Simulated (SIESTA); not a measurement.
Sb2AsS2 (Paakkonenite):

```
Sb As S
1.0
     5.37500   -1.97950    0.00000
     5.37500    1.97950    0.00000
    -5.32784    0.00000   11.29664
Sb As S
4 2 4
Direct
  0.18810 0.18810 0.60210
  0.81190 0.81190 0.39790
  0.04520 0.04520 0.82450
  0.95480 0.95480 0.17550
  0.60580 0.60580 0.98440
  0.39420 0.39420 0.01560
  0.40630 0.40630 0.59160
  0.59370 0.59370 0.40840
  0.78860 0.78860 0.76240
  0.21140 0.21140 0.23760
```

| Quantity | Value |
| --- | --- |
| Program | SIESTA 5.4.2 |
| Task | single point |
| Functional | PBEsol |
| Potentials or basis | PseudoDojo 0.4 standard (PBEsol files) |
| Basis | DZP (energy shift 0.003 Ry; two zetas on semicore shells) |
| Grid cutoff | 500 Ry |
| Energy shift | 0.003 Ry |
| k mesh | 7 × 7 × 3 |
| Occupations | fermi-dirac, width 0.05 eV |
| Spin | no spin polarisation |

On this cell: pressure 0.9 GPa; largest force 1.000 eV/Å; band gap on the k mesh 0.37 eV, direct.

The same run follows on a disturbed copy (atoms moved at random, drawn with an rms of 0.05 Å):

```
Sb As S
1.0
     5.37500   -1.97950    0.00000
     5.37500    1.97950    0.00000
    -5.32784    0.00000   11.29664
Sb As S
4 2 4
Direct
  0.17866 0.19327 0.60475
  0.80226 0.82053 0.40073
  0.05863 0.04473 0.82627
  0.95276 0.94941 0.17265
  0.61116 0.59293 0.98059
  0.40143 0.38281 0.01570
  0.41283 0.40022 0.59149
  0.59044 0.59603 0.40884
  0.78857 0.78924 0.76071
  0.21885 0.20874 0.23403
```

Q: What changes?

A: The energy moves by +3.6 meV/atom; pressure 0.6 GPa; largest force 1.053 eV/Å; band gap on the k mesh 0.41 eV, direct.

Forces in eV/Å, atoms in the order of the input:
```
Sb  -0.329 -0.036 -0.438
Sb   0.836 -0.068  0.018
Sb   0.164 -0.044 -0.925
Sb  -0.019 -0.206  0.904
As   0.045  0.069  0.876
As  -0.026  0.207 -0.771
S    0.476  0.062 -0.489
S   -0.926 -0.058  0.498
S   -0.163 -0.011  0.565
S   -0.060  0.085 -0.238
```

Stress tensor (GPa, compression positive):
```
 0.62  0.14 -1.81
 0.14  1.31 -0.16
-1.81 -0.16 -0.15
```

Caveats: spin-orbit coupling is left out, which moves the levels of the heavy elements; an odd mesh through Γ misses points on the zone boundary, where band edges often lie; the basis of atomic orbitals isn't converged, which shifts pressures, moduli and gaps; forces of over 1 eV/Å show positions far from the minimum, so gaps and moduli don't describe the material at rest (some runs).
